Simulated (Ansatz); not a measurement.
# H₆O₃SSi₂: up Jacob's ladder to CCSD(T)

An exercise on one series of results from a longer session: the logs are not shown, and one member is left open.

Program: Ansatz 0.2.0, Gaussian basis. Level of theory: functionals in def2-TZVPP, the program's frozen cores in correlated methods. These are calculated values, not measurements.

Levels to be run: PBE-D4, r2SCAN-D4, PBE0-D4, B3LYP-D4, ωB97X-V, ωB97M-V, B2PLYP; CCSD(T)/def2-TZVPP; MP2/def2-QZVPP; extrapolation to the limit.

**The geometry**

All runs share one geometry, relaxed beforehand with PBE0-D4 in a triple-zeta def2 set.

SMILES `O[SiH2]S[SiH](O)O`, 12 atoms, charge 0, spin multiplicity 1.

Atoms are counted from 1 here; the program's logs count them from 0.

Bond lengths: O1–Si2 1.635 Å, O1–H7 0.965 Å, Si2–S3 2.152 Å, Si2–H8 1.485 Å, Si2–H9 1.477 Å, S3–Si4 2.128 Å, Si4–O5 1.646 Å, Si4–O6 1.633 Å, Si4–H10 1.476 Å, O5–H11 0.961 Å, O6–H12 0.958 Å. Angles: Si2–O1–H7 115.1°, O1–Si2–S3 111.9°, O1–Si2–H8 111.3°, O1–Si2–H9 108.2°, S3–Si2–H8 107.8°, S3–Si2–H9 106.3°, H8–Si2–H9 111.3°, Si2–S3–Si4 95.9°, S3–Si4–O5 111.8°, S3–Si4–O6 108.3°, S3–Si4–H10 111.1°, O5–Si4–O6 108.4°, O5–Si4–H10 103.8°, O6–Si4–H10 113.5°, Si4–O5–H11 116.0°, Si4–O6–H12 118.5°.

The first run:

The input, in.yaml:

```yaml
crystal:
  periodic: [false, false, false]
  atoms:
    - {symbol: O, position_ang: [-1.979295, -1.160781, -0.140161]}
    - {symbol: Si, position_ang: [-1.112772, -0.724308, -1.456423]}
    - {symbol: S, position_ang: [0.997979, -0.659421, -1.040849]}
    - {symbol: Si, position_ang: [0.866944, 0.765342, 0.534403]}
    - {symbol: O, position_ang: [-0.139236, 0.259118, 1.734659]}
    - {symbol: O, position_ang: [2.359306, 0.971557, 1.164571]}
    - {symbol: H, position_ang: [-1.742572, -0.703819, 0.676139]}
    - {symbol: H, position_ang: [-1.519540, 0.615456, -1.950195]}
    - {symbol: H, position_ang: [-1.299185, -1.758041, -2.495117]}
    - {symbol: H, position_ang: [0.248921, 2.020132, 0.064285]}
    - {symbol: H, position_ang: [0.200937, -0.434926, 2.305761]}
    - {symbol: H, position_ang: [3.118503, 0.809691, 0.602928]}
basis:
  gaussian: {orbitals: def2-TZVPP}
hamiltonian: {xc: pbe, dispersion: d4}
output: {forces: true, orbitals: {seedname: orbitals}}
```

Command:

```console
> ansatz run in.yaml --threads 2 --pin off --events-out ev --progress --plain --max-ram 22528MiB --backend cuda --devices 0, --max-vram 18GiB
```

Among the steps run: PBE-D4 (GGA); r2SCAN-D4 (meta-GGA); PBE0-D4 (hybrid); B3LYP-D4 (hybrid); ωB97X-V (range-separated); ωB97M-V (range-separated); B2PLYP (double hybrid); CCSD(T) in def2-TZVPP; MP2 in def2-QZVPP.

One table of the session follows, with a row left open; its other results are not shown here.

| method | atomisation energy (kcal/mol) |
| --- | --- |
| PBE-D4 | 1065.8 |
| r2SCAN-D4 | 1061.3 |
| PBE0-D4 | 1045.1 |
| B3LYP-D4 | 1051.1 |
| ωB97X-V | 1063.6 |
| ωB97M-V | 1064.0 |
| B2PLYP | ? |
| HF/def2-TZVPP | 750.5 |
| MP2/def2-TZVPP | 1055.8 |
| CCSD/def2-TZVPP | 1012.5 |
| CCSD(T)/def2-TZVPP | 1029.6 |
| MP2/CBS | 1092.0 |
| CCSD(T)/CBS | 1065.9 |

Q: Estimate the row for B2PLYP from the others.

**Answer.** atomisation energy (kcal/mol): 1042.4. In the column «atomisation energy (kcal/mol)» it lies between CCSD(T)/def2-TZVPP (1029.6) and PBE0-D4 (1045.1).
